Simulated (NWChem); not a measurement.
# SnTe (SMILES [Sn][Te]): levels of theory compared

We compute a comparison of 4 runs (HF/3-21G, B3LYP/def2-SVPD, PBE0/def2-TZVP, MP2/STO-3G) of SnTe. 

Program for the calculation: NWChem 7.3.0.

1 further run of the same task is left out (set aside as unsound or not needed). Runs told in other sessions of the task aren't counted.

### 1 Starting point

The species is SnTe (2 atoms), meant as a singlet with charge 0. As SMILES, `[Sn][Te]`. The coordinates come from a PBE0-D4/def2-TZVP relaxation.

Bond lengths: Sn1–Te2 2.518 Å.

### 2 Energy and forces at HF/3-21G (run 1)

nw.nw

```
start nw
memory total 2200 mb

geometry noautosym nocenter noautoz
  Sn       0.000000       0.000000       0.009440
  Te       0.000000       0.000000       2.527330
end

basis spherical bse
  * library 3-21G
end

scf
  thresh 1e-08
  maxiter 80
  print low
end

task scf gradient
```

Command:

```sh
$ nwchem nw.nw > nw.out
```

The program printed:

```text
[...]
  functions       =    62
[...]
  wavefunction    = RHF
[...]
         Total SCF energy = -12579.025001702399
      One-electron energy = -18431.229288729064
      Two-electron energy =   5305.770230177791
 Nuclear repulsion energy =    546.434056848876
        Time for solution =      5.2s
[...]
                         RHF ENERGY GRADIENTS
    atom               coordinates                        gradient
                 x          y          z           x          y          z
   1 Sn      0.000000   0.000000   0.017839    0.000000   0.000000   0.029256
   2 Te      0.000000   0.000000   4.775961   -0.000000  -0.000000  -0.029256
 Task  times  cpu:        8.3s     wall:        8.3s
 Total times  cpu:        8.3s     wall:        8.3s
```

Run time: 9 s. Hardware: 1 thread of Intel Xeon 6975P-C (Granite Rapids), shared host; peak memory 0.1 GiB.

### 3 Energy and gradient at B3LYP/def2-SVPD (core potential) (run 2)

mol.nw

```
start mol
title "SnTe gradient"
memory 2200 mb
geometry noautosym nocenter noautoz
  Sn       0.000000       0.000000       0.009440
  Te       0.000000       0.000000       2.527330
end
basis "ao basis" spherical bse
  * library def2-SVPD
end
ecp bse
  Sn library def2-SVPD
  Te library def2-SVPD
end
dft
  xc b3lyp
  grid xfine
  convergence energy 1e-08
  maxiter 100
  mulliken
  print low
end
task dft gradient
```

Command:

```sh
$ nwchem mol.nw > mol.out
```

The program printed:

```text
[...]
 d= 0,ls=0.0,diis     1   -482.4597600338 -5.93D+02  3.85D-02  2.55D-01     1.4
[...]
 d= 0,ls=0.0,diis    10   -482.5352477618 -3.08D-09  1.89D-07  3.45D-11    10.2
         Total DFT energy =     -482.535247761796
      One electron energy =    -1065.298335081930
           Coulomb energy =      510.781003011136
    Exchange-Corr. energy =      -38.986062620312
 Nuclear repulsion energy =      110.968146929310
[...]
      Total Density - Mulliken Population Analysis
     ---------------------------------------------
    Atom       Charge   Shell Charges
 -----------   ------   -------------------------------------------------------
    1 Sn  22    21.74   0.44  1.60  1.42  0.41  0.04  2.74  3.26  1.06  0.67  9.70  0.37  0.01
    2 Te  24    24.26   0.28  1.77  1.36  0.50  0.02  3.15  2.88  2.16  2.01  0.09  9.81  0.23  0.01
[...]
                         DFT ENERGY GRADIENTS
    atom               coordinates                        gradient
                 x          y          z           x          y          z
   1 Sn      0.000000   0.000000   0.017839    0.000000   0.000000   0.013282
   2 Te      0.000000   0.000000   4.775961   -0.000000  -0.000000  -0.013282
 Task  times  cpu:       13.8s     wall:       13.8s
 Total times  cpu:       13.8s     wall:       13.8s
```

Run time: 14 s. Hardware: 1 thread of Intel Xeon 6975P-C (Granite Rapids), shared host; peak memory 0.14 GiB.

Run 3 isn't shown in full; the table further down has it.

### 4 Energy and forces at MP2/STO-3G (run 4)

calc.nw

```
start calc
title "SnTe gradient"
memory total 2200 mb
charge 0

geometry units au noautosym nocenter noautoz
Sn  0.00000000  0.00000000  0.01783901
Te  0.00000000  0.00000000  4.77596153
end

basis spherical bse
* library STO-3G
end

scf
thresh 1e-08
maxiter 80
end

mp2
freeze core 36
tight
end

task mp2 gradient
```

Command:

```sh
$ nwchem calc.nw > calc.out
```

The program printed:

```text
[...]
  functions       =    54
[...]
  wavefunction    = RHF
[...]
         Total SCF energy = -12510.456038833647
      One-electron energy = -18376.609164379457
      Two-electron energy =   5319.719108962312
 Nuclear repulsion energy =    546.434016583499
        Time for solution =      4.8s
[...]
          Total MP2 energy        -12510.514539586226
[...]
                         mp2 ENERGY GRADIENTS
    atom               coordinates                        gradient
                 x          y          z           x          y          z
   1 Sn      0.000000   0.000000   0.017839   -0.000000  -0.000000  -0.009075
   2 Te      0.000000   0.000000   4.775962    0.000000   0.000000   0.009075
[...]
```

It took 13 s on 1 thread of Intel Xeon 6975P-C (Granite Rapids), shared host; peak memory 0.12 GiB.

### 5 All runs side by side

```csv
run,level,iteration cap,module,energy (Eh),largest force (eV/Å),wall time
1,HF/3-21G,80,scf,-12579.025002,1.504,9 s
2,B3LYP/def2-SVPD (core potential),100,dft,-482.535248,0.683,14 s
3,PBE0/def2-TZVP (core potential),100,dft,-482.401020,0.001,26 s
4,MP2/STO-3G,80,mp2,-12510.514540,0.467,13 s
```

### 6 Summary of results

| quantity | value |
| --- | --- |
| run 4: total energy | -12510.51454 Eh |
| run 4: dipole moment (of the density that the program reports) | 2.38 D |
| run 4: HOMO energy (Hartree–Fock orbitals) | -5.48 eV |
| run 4: LUMO energy (Hartree–Fock orbitals) | 3.87 eV |
| run 4: HOMO–LUMO gap (Hartree–Fock orbitals) | 9.35 eV |
| run 4: correlation energy (36 core orbitals frozen) | -58.5 mEh |
| run 4: largest force on an atom | 0.467 eV/Å |

Totals of different functionals can't be ranked against each other. Some runs of one species differ in core potentials or relativity; totals across that change don't compare. In run 4 the basis is minimal, so the values are rough. In runs 1, 4 relativity is left out where basis or elements ask for it. All runs together took 63 s, the longest 26 s.
